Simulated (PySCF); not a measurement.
# HF/aug-cc-pVDZ run of C2H2BrFSi (SMILES C#C[SiH](F)Br)

What is the vertical ionisation energy of C2H2BrFSi at HF/aug-cc-pVDZ? Input form: a Python script.

The calculation is run with PySCF 2.14.0.

9 further runs of the same task are left out: 6 that didn't finish, 3 set aside as unsound or not needed.

## Step 1: Starting point

C2H2BrFSi: 7 atoms, total charge 0, spin state singlet. As SMILES, `C#C[SiH](F)Br`. The coordinates come from a GFN2-xTB relaxation.

Bond lengths: C1–C2 1.202 Å, C2–Si3 1.837 Å, Si3–F4 1.601 Å, Si3–Br5 2.207 Å, C1–H6 1.052 Å, Si3–H7 1.443 Å. Angles: C1–C2–Si3 178.2°, C2–Si3–F4 108.4°, C2–Si3–Br5 108.6°, F4–Si3–Br5 105.5°, C2–C1–H6 179.0°, C2–Si3–H7 116.2°, F4–Si3–H7 107.5°, Br5–Si3–H7 110.1°.

## Step 2: The energy at HF/aug-cc-pVDZ

input.py

```python
from pyscf import gto

mol = gto.M(
    atom='''
C     -0.690140     1.343860     1.346390
C     -0.347450     0.496550     0.566330
Si     0.196730    -0.758110    -0.660220
F      0.925270    -1.948610     0.123430
Br     1.749920     0.140050    -1.945890
H     -0.992960     2.072350     2.042490
H     -0.841370    -1.346070    -1.472540
''',
    basis='aug-cc-pvdz',
    verbose=4,
    max_memory=40,
    spin=0,
)

mf = mol.RHF()
mf.direct_scf_tol = 1e-08
mf.conv_tol = 1e-08
mf.max_cycle = 60
mf.kernel()

energy = mf.e_tot
print('E = %.10f Eh' % energy)
```

Started as:

```sh
$ OMP_NUM_THREADS=1 python input.py
```

The log of the run:

```text
PySCF version 2.14.0

[INPUT] num. atoms = 7
[INPUT] num. electrons = 72
[INPUT] charge = 0
[INPUT] spin (= nelec alpha-beta = 2S) = 0
[INPUT] symmetry False subgroup None
[INPUT] Mole.unit = angstrom
[INPUT] Symbol           X                Y                Z      unit          X                Y                Z       unit  Magmom
[INPUT]  1 C     -0.690140000000   1.343860000000   1.346390000000 AA   -1.304175587607   2.539527349758   2.544308356853 Bohr   0.0
[INPUT]  2 C     -0.347450000000   0.496550000000   0.566330000000 AA   -0.656585341980   0.938343507153   1.070208596125 Bohr   0.0
[INPUT]  3 Si     0.196730000000  -0.758110000000  -0.660220000000 AA    0.371765820486  -1.432620272294  -1.247634981960 Bohr   0.0
[INPUT]  4 F      0.925270000000  -1.948610000000   0.123430000000 AA    1.748506891276  -3.682339223589   0.233248895555 Bohr   0.0
[INPUT]  5 Br     1.749920000000   0.140050000000  -1.945890000000 AA    3.306869539899   0.264656143745  -3.677199168530 Bohr   0.0
[INPUT]  6 H     -0.992960000000   2.072350000000   2.042490000000 AA   -1.876422452648   3.916173934242   3.859746712163 Bohr   0.0
[INPUT]  7 H     -0.841370000000  -1.346070000000  -1.472540000000 AA   -1.589958869425  -2.543703644493  -2.782697307467 Bohr   0.0

nuclear repulsion = 371.828513932287
number of shells = 51
number of NR pGTOs = 263
number of NR cGTOs = 150
basis = aug-cc-pvdz
ecp = {}

******** <class 'pyscf.scf.hf.RHF'> ********
method = RHF
initial guess = minao
damping factor = 0
level_shift factor = 0
DIIS = <class 'pyscf.scf.diis.CDIIS'>
diis_start_cycle = 1
diis_space = 8
diis_damp = 0
SCF conv_tol = 1e-08
SCF conv_tol_grad = None
SCF max_cycles = 60
direct_scf = True
direct_scf_tol = 1e-08
Set gradient conv threshold to 0.0001
Initial guess from minao.
init E= -3037.2421547732
  HOMO = -0.31454725008683  LUMO = 0.0181980002365831  gap/eV = 9.05446
cycle= 1 E= -3037.65152510849  delta_E= -0.409  |g|= 0.549  |ddm|= 7.99
  HOMO = -0.424876660896589  LUMO = 0.0250008698739057  gap/eV = 12.24179
cycle= 2 E= -3037.71949669288  delta_E= -0.068  |g|= 0.293  |ddm|= 1.97
  HOMO = -0.42179220425295  LUMO = 0.0286345901313751  gap/eV = 12.25674
cycle= 3 E= -3037.73552817423  delta_E= -0.016  |g|= 0.0585  |ddm|= 0.629
  HOMO = -0.419769866225226  LUMO = 0.0303456430584719  gap/eV = 12.24827
cycle= 4 E= -3037.73654965596  delta_E= -0.00102  |g|= 0.0166  |ddm|= 0.279
  HOMO = -0.419658135271751  LUMO = 0.0300179166188439  gap/eV = 12.23631
cycle= 5 E= -3037.73663813892  delta_E= -8.85e-05  |g|= 0.00496  |ddm|= 0.0487
  HOMO = -0.420023104659524  LUMO = 0.0301021352281889  gap/eV = 12.24853
cycle= 6 E= -3037.73664598771  delta_E= -7.85e-06  |g|= 0.00159  |ddm|= 0.0135
  HOMO = -0.420031655031947  LUMO = 0.0300898829826792  gap/eV = 12.24843
cycle= 7 E= -3037.73664754338  delta_E= -1.56e-06  |g|= 0.000541  |ddm|= 0.00569
  HOMO = -0.420008653350475  LUMO = 0.0301030540763856  gap/eV = 12.24816
cycle= 8 E= -3037.73664770334  delta_E= -1.6e-07  |g|= 0.000148  |ddm|= 0.00334
  HOMO = -0.420021668604013  LUMO = 0.0301073877737217  gap/eV = 12.24864
cycle= 9 E= -3037.73664775817  delta_E= -5.48e-08  |g|= 5.75e-05  |ddm|= 0.00266
  HOMO = -0.420016881860795  LUMO = 0.0301161044449607  gap/eV = 12.24874
cycle= 10 E= -3037.73664755979  delta_E= 1.98e-07  |g|= 4.07e-05  |ddm|= 0.00584
  HOMO = -0.42001804025023  LUMO = 0.0301164335371444  gap/eV = 12.24878
cycle= 11 E= -3037.73664807679  delta_E= -5.17e-07  |g|= 3.2e-05  |ddm|= 0.00302
  HOMO = -0.42001868514036  LUMO = 0.0301169660339164  gap/eV = 12.24881
cycle= 12 E= -3037.73664806099  delta_E= 1.58e-08  |g|= 3.74e-05  |ddm|= 0.00369
  HOMO = -0.4200187670492  LUMO = 0.0301171654113874  gap/eV = 12.24882
cycle= 13 E= -3037.73664877247  delta_E= -7.11e-07  |g|= 6.68e-05  |ddm|= 0.000841
  HOMO = -0.420018836029075  LUMO = 0.0301118686658928  gap/eV = 12.24868
cycle= 14 E= -3037.73664907503  delta_E= -3.03e-07  |g|= 6.96e-05  |ddm|= 0.00367
  HOMO = -0.420018976223668  LUMO = 0.0301106795911554  gap/eV = 12.24865
cycle= 15 E= -3037.73664867846  delta_E= 3.97e-07  |g|= 5.11e-05  |ddm|= 0.0013
  HOMO = -0.420018946148381  LUMO = 0.0301126662576667  gap/eV = 12.24871
cycle= 16 E= -3037.73664860267  delta_E= 7.58e-08  |g|= 4.62e-05  |ddm|= 0.00155
  HOMO = -0.420018804701019  LUMO = 0.0301138232148563  gap/eV = 12.24873
cycle= 17 E= -3037.7366486314  delta_E= -2.87e-08  |g|= 4.66e-05  |ddm|= 0.000983
  HOMO = -0.420018570256435  LUMO = 0.0301140813406233  gap/eV = 12.24873
cycle= 18 E= -3037.7366476  delta_E= 1.03e-06  |g|= 4.34e-05  |ddm|= 0.000408
  HOMO = -0.420018613837841  LUMO = 0.0301147240625079  gap/eV = 12.24875
cycle= 19 E= -3037.73664658229  delta_E= 1.02e-06  |g|= 7.45e-05  |ddm|= 0.00076
  HOMO = -0.42001860904594  LUMO = 0.0301149084685379  gap/eV = 12.24876
cycle= 20 E= -3037.7366477361  delta_E= -1.15e-06  |g|= 5.89e-05  |ddm|= 0.000345
  HOMO = -0.420018592019508  LUMO = 0.0301268053395187  gap/eV = 12.24908
cycle= 21 E= -3037.73664749287  delta_E= 2.43e-07  |g|= 4.92e-05  |ddm|= 0.0054
  HOMO = -0.420018529729525  LUMO = 0.0301233021423375  gap/eV = 12.24898
cycle= 22 E= -3037.73664727205  delta_E= 2.21e-07  |g|= 5.44e-05  |ddm|= 0.00274
  HOMO = -0.42001855117922  LUMO = 0.0301252093576831  gap/eV = 12.24904
cycle= 23 E= -3037.73664766295  delta_E= -3.91e-07  |g|= 4.11e-05  |ddm|= 0.00167
  HOMO = -0.420018564374686  LUMO = 0.0301252241392156  gap/eV = 12.24904
cycle= 24 E= -3037.73664767075  delta_E= -7.8e-09  |g|= 4.05e-05  |ddm|= 0.000603
  HOMO = -0.420018686283058  LUMO = 0.0301164965127949  gap/eV = 12.24880
Extra cycle  E= -3037.73664776671  delta_E= -9.6e-08  |g|= 9.82e-06  |ddm|= 0.0207
converged SCF energy = -3037.73664776671
E = -3037.7366477667 Eh
```

Wall time 59 s (1 thread of Arm Neoverse V2, shared host); peak memory 0.12 GiB.

## Step 3: The doublet cation at the same level

calc.py

```python
from pyscf import gto

mol = gto.M(
    atom='''
C     -1.304176     2.539527     2.544308
C     -0.656585     0.938344     1.070209
Si     0.371766    -1.432620    -1.247635
F      1.748507    -3.682339     0.233249
Br     3.306870     0.264656    -3.677199
H     -1.876422     3.916174     3.859747
H     -1.589959    -2.543704    -2.782697
''',
    spin=1,
    basis='aug-cc-pvdz',
    max_memory=40,
    verbose=3,
    charge=1,
    unit='bohr',
)

mf = mol.UHF()
mf.max_cycle = 60
mf.direct_scf_tol = 1e-08
mf.conv_tol = 1e-08
mf.kernel()

etot = mf.e_tot
print('Final energy', etot)
```

Started as:

```sh
$ OMP_NUM_THREADS=1 python calc.py
```

The log of the run:

```text
converged SCF energy = -3037.36889101243  <S^2> = 0.75626334  2S+1 = 2.0062536
Final energy -3037.368891012434
```

Run time: 2.2 min. Hardware: 1 thread of Arm Neoverse V2, shared host; peak memory 0.13 GiB.

## Step 4: Outcome

At HF/aug-cc-pVDZ:

| quantity | value |
| --- | --- |
| singlet C2H2BrFSi: total energy | -3037.73665 Eh |
| singlet C2H2BrFSi: dipole moment | 2.43 D |
| singlet C2H2BrFSi: HOMO energy | -11.43 eV |
| singlet C2H2BrFSi: LUMO energy | 0.82 eV |
| singlet C2H2BrFSi: HOMO–LUMO gap | 12.25 eV |
| doublet cation: total energy | -3037.36889 Eh |
| doublet cation: HOMO energy (highest over α and β) | -16.18 eV |
| doublet cation: LUMO energy (lowest over α and β) | -8.57 eV |
| doublet cation: ⟨S²⟩ | 0.756 |
| vertical ionisation energy (to the doublet cation) | 10.007 eV |

In words: Removing an electron at fixed nuclei costs 10.01 eV (966 kJ/mol). −ε(HOMO) before ionisation, 11.43 eV, is 1.42 eV above this ionisation energy.
